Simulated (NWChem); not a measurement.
# C2H3FSSi (SMILES FC1=C(S)[SiH2]1): levels of theory compared

Wanted: a comparison of 4 runs (HF/STO-3G, HF/3-21G, B3LYP/6-31G*) of C2H3FSSi. 

The results are computed with NWChem 7.3.0.

## 1. The system as given

The species is C2H3FSSi (8 atoms), meant as a singlet with charge 0. As SMILES, `FC1=C(S)[SiH2]1`. The coordinates come from a PBE0-D4/def2-TZVP relaxation. This is one conformer, not always the lowest.

Bond lengths: F1–C2 1.323 Å, C2–C3 1.330 Å, C3–S4 1.716 Å, C2–Si5 1.787 Å, C3–Si5 1.834 Å, S4–H6 1.346 Å, Si5–H7 1.484 Å, Si5–H8 1.484 Å. Some angles: F1–C2–C3 134.2°, F1–C2–Si5 155.5°, C3–C2–Si5 70.3°, C2–C3–S4 142.5°, C2–C3–Si5 66.6°, S4–C3–Si5 150.8°, C2–Si5–C3 43.1°, C3–S4–H6 97.7°, C2–Si5–H7 122.6°, C2–Si5–H8 122.6°.

## 2. Energy and forces at HF/STO-3G (run 1)

The input, work.xyz:

```xyz
8
C2H3FSSi hf
F      1.510900     1.594300     0.025500
C      0.798700     0.479100     0.022400
C     -0.501900     0.209500    -0.044700
S     -2.043600     0.954600    -0.161500
Si     0.547400    -1.289800     0.069300
H     -1.625000     2.234000    -0.181400
H      0.774400    -2.161700    -1.109900
H      0.631000    -2.076900     1.324600
```

The input, work.nw:

```
start work
title "C2H3FSSi hf"
memory stack 880 mb heap 220 mb global 1100 mb
charge 0

geometry noautosym nocenter noautoz
 load format xyz work.xyz
end

basis spherical bse
 * library STO-3G
end

scf
 thresh 1e-08
 maxiter 80
end

task scf gradient
```

Started as:

```
$ nwchem work.nw > work.out
```

What it wrote:

```text
[...]
  functions       =    36
[...]
  wavefunction    = RHF
[...]
         Total SCF energy =   -853.261845030007
      One-electron energy =  -1694.228953191564
      Two-electron energy =    586.436076774476
 Nuclear repulsion energy =    254.531031387081
        Time for solution =      2.1s
[...]
                         RHF ENERGY GRADIENTS
    atom               coordinates                        gradient
                 x          y          z           x          y          z
   1 F       2.855187   3.012790   0.048188   -0.022531  -0.021794  -0.000564
   2 C       1.509324   0.905368   0.042330    0.043011   0.030431   0.001458
   3 C      -0.948453   0.395898  -0.084471   -0.051030   0.031196  -0.004078
   4 S      -3.861844   1.803932  -0.305191    0.016206  -0.015801   0.001502
   5 Si      1.034436  -2.437369   0.130958    0.008703   0.004171   0.000363
   6 H      -3.070805   4.221648  -0.342796    0.000507   0.009445  -0.000299
   7 H       1.463404  -4.085021  -2.097407    0.004031  -0.019686  -0.024015
   8 H       1.192417  -3.924772   2.503131    0.001103  -0.017962   0.025633
[...]
```

It took 3.6 s on 1 thread of Intel Xeon Platinum 8559C (Emerald Rapids), shared host; peak memory 0.097 GiB.

## 3. Energy and forces at HF/3-21G (run 2)

The input, a.nw:

```
START a
memory 2200 mb
charge 0

GEOMETRY units angstroms noautosym nocenter noautoz
  F      1.510900     1.594300     0.025500
  C      0.798700     0.479100     0.022400
  C     -0.501900     0.209500    -0.044700
  S     -2.043600     0.954600    -0.161500
  Si     0.547400    -1.289800     0.069300
  H     -1.625000     2.234000    -0.181400
  H      0.774400    -2.161700    -1.109900
  H      0.631000    -2.076900     1.324600
END

BASIS spherical bse
  F library 3-21G
  C library 3-21G
  S library 3-21G
  Si library 3-21G
  H library 3-21G
END

SCF
  thresh 1e-08
  maxiter 80
END

TASK scf gradient
```

Started as:

```
$ nwchem a.nw > a.out
```

What it wrote:

```text
[...]
  functions       =    59
[...]
  wavefunction    = RHF
[...]
         Total SCF energy =   -858.793977811090
      One-electron energy =  -1694.382211663048
      Two-electron energy =    581.057202464877
 Nuclear repulsion energy =    254.531031387081
        Time for solution =      2.4s
[...]
                         RHF ENERGY GRADIENTS
    atom               coordinates                        gradient
                 x          y          z           x          y          z
   1 F       2.855187   3.012790   0.048188   -0.012614  -0.015998  -0.000181
   2 C       1.509324   0.905368   0.042330    0.024959  -0.012356   0.001886
   3 C      -0.948453   0.395898  -0.084471   -0.037978   0.001439  -0.002273
   4 S      -3.861844   1.803932  -0.305191    0.028381  -0.011330   0.002063
   5 Si      1.034436  -2.437369   0.130958   -0.002530   0.044995  -0.001721
   6 H      -3.070805   4.221648  -0.342796    0.001265  -0.005128   0.000253
   7 H       1.463404  -4.085021  -2.097407   -0.000663  -0.000854  -0.001325
   8 H       1.192417  -3.924772   2.503131   -0.000820  -0.000767   0.001298
[...]
```

Wall time 4.2 s (1 thread of Intel Xeon Platinum 8559C (Emerald Rapids), shared host); peak memory 0.097 GiB.

Run 3 isn't shown in full; the table further down has it.

## 4. Energy and gradient at B3LYP/6-31G(d) (Cartesian functions) (run 4)

The input, nw.xyz:

```xyz
8
C2H3FSSi gradient
F      1.510900     1.594300     0.025500
C      0.798700     0.479100     0.022400
C     -0.501900     0.209500    -0.044700
S     -2.043600     0.954600    -0.161500
Si     0.547400    -1.289800     0.069300
H     -1.625000     2.234000    -0.181400
H      0.774400    -2.161700    -1.109900
H      0.631000    -2.076900     1.324600
```

The input, nw.nw:

```
start nw
title "C2H3FSSi gradient"
memory stack 880 mb heap 220 mb global 1100 mb

geometry units angstroms noautosym nocenter noautoz
  load format xyz nw.xyz
end

basis cartesian
  * library 6-31G*
end

dft
  xc b3lyp
  mult 1
  grid xfine
  convergence energy 1e-08
  maxiter 100
  mulliken
end

task dft gradient
```

Started as:

```
$ nwchem nw.nw > nw.out
```

What it wrote:

```text
[...]
          Wavefunction type:  closed shell.
          No. of atoms     :     8
          No. of electrons :    54
[...]
          Charge           :     0
          Spin multiplicity:     1
[...]
          AO basis - number of functions:    89
[...]
              XC Information
              --------------
                         B3LYP Method XC Potential
                     Hartree-Fock (Exact) Exchange  0.200
                        Slater Exchange Functional  0.800 local
                    Becke 1988 Exchange Functional  0.720 non-local
              Lee-Yang-Parr Correlation Functional  0.810
                  VWN I RPA Correlation Functional  0.190 local
[...]
 d= 0,ls=0.0,diis     1   -865.3805448120 -1.12D+03  1.22D-02  7.02D-01     3.6
[...]
 d= 0,ls=0.0,diis    11   -865.4496772425 -4.55D-10  1.89D-07  3.68D-10    34.5
         Total DFT energy =     -865.449677242471
      One electron energy =    -1700.940977280834
           Coulomb energy =      650.030359010823
    Exchange-Corr. energy =      -69.070090359540
 Nuclear repulsion energy =      254.531031387081
[...]
      Total Density - Mulliken Population Analysis
     ---------------------------------------------
    Atom       Charge   Shell Charges
 -----------   ------   -------------------------------------------------------
    1 F    9     9.24   1.99  0.95  3.31  0.95  1.98  0.06
    2 C    6     5.85   1.99  0.69  1.98  0.51  0.64  0.04
    3 C    6     6.24   1.99  0.70  2.04  0.62  0.87  0.01
    4 S   16    15.99   2.00  1.99  5.97  1.41  3.05  0.47  1.06  0.04
    5 Si  14    13.65   2.00  1.99  5.96  1.04  1.89  0.23  0.35  0.18
    6 H    1     0.89   0.51  0.39
    7 H    1     1.07   0.51  0.56
    8 H    1     1.07   0.51  0.56
[...]
  wavefunction    = closed shell
                         DFT ENERGY GRADIENTS
    atom               coordinates                        gradient
                 x          y          z           x          y          z
   1 F       2.855187   3.012790   0.048188   -0.007330  -0.009456  -0.000099
   2 C       1.509324   0.905368   0.042330   -0.000280   0.000187  -0.000033
   3 C      -0.948453   0.395898  -0.084471   -0.001920   0.004635  -0.000265
   4 S      -3.861844   1.803932  -0.305191    0.011964  -0.002653   0.000794
   5 Si      1.034436  -2.437369   0.130958   -0.001533   0.009285  -0.000417
   6 H      -3.070805   4.221648  -0.342796   -0.000281  -0.003964   0.000122
   7 H       1.463404  -4.085021  -2.097407   -0.000332   0.000999   0.000324
   8 H       1.192417  -3.924772   2.503131   -0.000289   0.000968  -0.000425
[...]
```

It took 45 s on 1 thread of Intel Xeon Platinum 8559C (Emerald Rapids), shared host; peak memory 0.14 GiB.

## 5. All runs side by side

| run | level | iteration cap | module | energy (Eh) | dipole moment (D) | HOMO energy (eV) | LUMO energy (eV) | wall time |
| --- | --- | --- | --- | --- | --- | --- | --- | --- |
| 1 | HF/STO-3G | 80 | scf | -853.261845 | 1.03 | -5.95 | 9.60 | 3.6 s |
| 2 | HF/3-21G | 80 | scf | -858.793978 | 1.20 | -9.19 | 3.00 | 4.2 s |
| 3 | B3LYP/6-31G* (spherical functions) | 100 | dft | -865.442920 | 0.39 | -6.42 | -0.38 | 40 s |
| 4 | B3LYP/6-31G* (Cartesian functions) | 100 | dft | -865.449677 | 0.39 | -6.43 | -0.38 | 45 s |

## 6. Summary of results

| quantity | value |
| --- | --- |
| run 4: total energy | -865.44968 Eh |
| run 4: dipole moment | 0.39 D |
| run 4: HOMO energy | -6.43 eV |
| run 4: LUMO energy | -0.38 eV |
| run 4: HOMO–LUMO gap | 6.04 eV |
| run 4: largest force on an atom | 0.631 eV/Å |

**Reading.** The dipole moment (its size) runs from 0.39 D (B3LYP/6-31G*) to 1.20 D (HF/3-21G). The two ends differ in method and basis. The HOMO–LUMO gap runs from 6.04 eV (B3LYP/6-31G*) to 15.56 eV (HF/STO-3G). In run 1 the basis is minimal, so the values are rough. All runs together took 93 s, the longest 45 s.
